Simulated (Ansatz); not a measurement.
# B3Ru7: the cost of one run

Computed with Ansatz 0.2.0 (DFT PBEsol, scalar-relativistic, plane waves, PAW).

### 1 The starting structure

It takes space group P6_3mc (No. 186, hexagonal). The conventional cell has a = 7.499 Å, b = 7.499 Å, c = 4.734 Å, α = 90.00°, β = 90.00°, γ = 120.00°. Around B (site symmetry m) lie 6 Ru at 2.13 to 2.20 Å. Around Ru (site symmetry 3m) lie 3 B at 2.18 Å. Ru (site symmetry m) is surrounded by 2 B at 2.15 Å. Ru (site symmetry m) has 3 B at 2.13 to 2.20 Å as nearest neighbours.

As a file:

```
CELL_PARAMETERS angstrom
7.49892 0.00000 0.00000
-3.74946 6.49426 0.00000
0.00000 0.00000 4.73445
ATOMIC_POSITIONS crystal
B 0.81038 0.18962 0.33310
B 0.62077 0.81038 0.83310
B 0.81038 0.62077 0.33310
B 0.18962 0.81038 0.83310
B 0.37923 0.18962 0.33310
B 0.18962 0.37923 0.83310
Ru 0.33333 0.66667 0.07265
Ru 0.66667 0.33333 0.57265
Ru 0.54327 0.45673 0.06997
Ru 0.08653 0.54327 0.56997
Ru 0.54327 0.08653 0.06997
Ru 0.45673 0.54327 0.56997
Ru 0.91347 0.45673 0.06997
Ru 0.45673 0.91347 0.56997
Ru 0.12164 0.87836 0.24338
Ru 0.24329 0.12164 0.74338
Ru 0.12164 0.24329 0.24338
Ru 0.87836 0.12164 0.74338
Ru 0.75671 0.87836 0.24338
Ru 0.87836 0.75671 0.74338
```

This cell was relaxed beforehand with the same method: volume 11.53 Å³/atom, gap on the mesh none (metal).

### 2 The cell under PBEsol

input.yaml reads:

```yaml
crystal:
  lattice:
    - [7.4989226903, 0.0, 0.0]
    - [-3.7494613451, 6.4942575508, 0.0]
    - [0.0, 0.0, 4.7344500162]
  atoms:
    - { symbol: B, position: [0.810383318, 0.189616682, 0.3330992114] }
    - { symbol: B, position: [0.620766636, 0.810383318, 0.8330992114] }
    - { symbol: B, position: [0.810383318, 0.620766636, 0.3330992114] }
    - { symbol: B, position: [0.189616682, 0.810383318, 0.8330992114] }
    - { symbol: B, position: [0.379233364, 0.189616682, 0.3330992114] }
    - { symbol: B, position: [0.189616682, 0.379233364, 0.8330992114] }
    - { symbol: Ru, position: [0.3333333333, 0.6666666667, 0.0726536559] }
    - { symbol: Ru, position: [0.6666666667, 0.3333333333, 0.5726536559] }
    - { symbol: Ru, position: [0.5432674916, 0.4567325084, 0.0699720806] }
    - { symbol: Ru, position: [0.0865349831, 0.5432674916, 0.5699720806] }
    - { symbol: Ru, position: [0.5432674916, 0.0865349831, 0.0699720806] }
    - { symbol: Ru, position: [0.4567325084, 0.5432674916, 0.5699720806] }
    - { symbol: Ru, position: [0.9134650169, 0.4567325084, 0.0699720806] }
    - { symbol: Ru, position: [0.4567325084, 0.9134650169, 0.5699720806] }
    - { symbol: Ru, position: [0.1216432288, 0.8783567712, 0.2433774893] }
    - { symbol: Ru, position: [0.2432864576, 0.1216432288, 0.7433774893] }
    - { symbol: Ru, position: [0.1216432288, 0.2432864576, 0.2433774893] }
    - { symbol: Ru, position: [0.8783567712, 0.1216432288, 0.7433774893] }
    - { symbol: Ru, position: [0.7567135424, 0.8783567712, 0.2433774893] }
    - { symbol: Ru, position: [0.8783567712, 0.7567135424, 0.7433774893] }
basis:
  ecutwfc: 420
kpoints:
  mp_grid: { grid: [6, 6, 8] }
hamiltonian:
  xc: pbesol
scf:
  occupations: { method: gaussian, width: 0.1 }
output:
  forces: true
  stress: true
  eigenvalues: true
relax:
  adjacent_minimum: "off"
  f_tol: 0.005
  max_steps: 50
  cell: { stress_tol: 0.05 }
```

Launch:

```
> ansatz run input.yaml --threads 4 --pin off --max-ram 10240MiB --backend cpu --events-out ev --progress --plain --runs-dir out
```

Q: Estimate wall time and peak memory on 4 threads of Intel Xeon 6975P-C (Granite Rapids), shared host.

About 1.8 min, with a peak of 1.6 GiB.
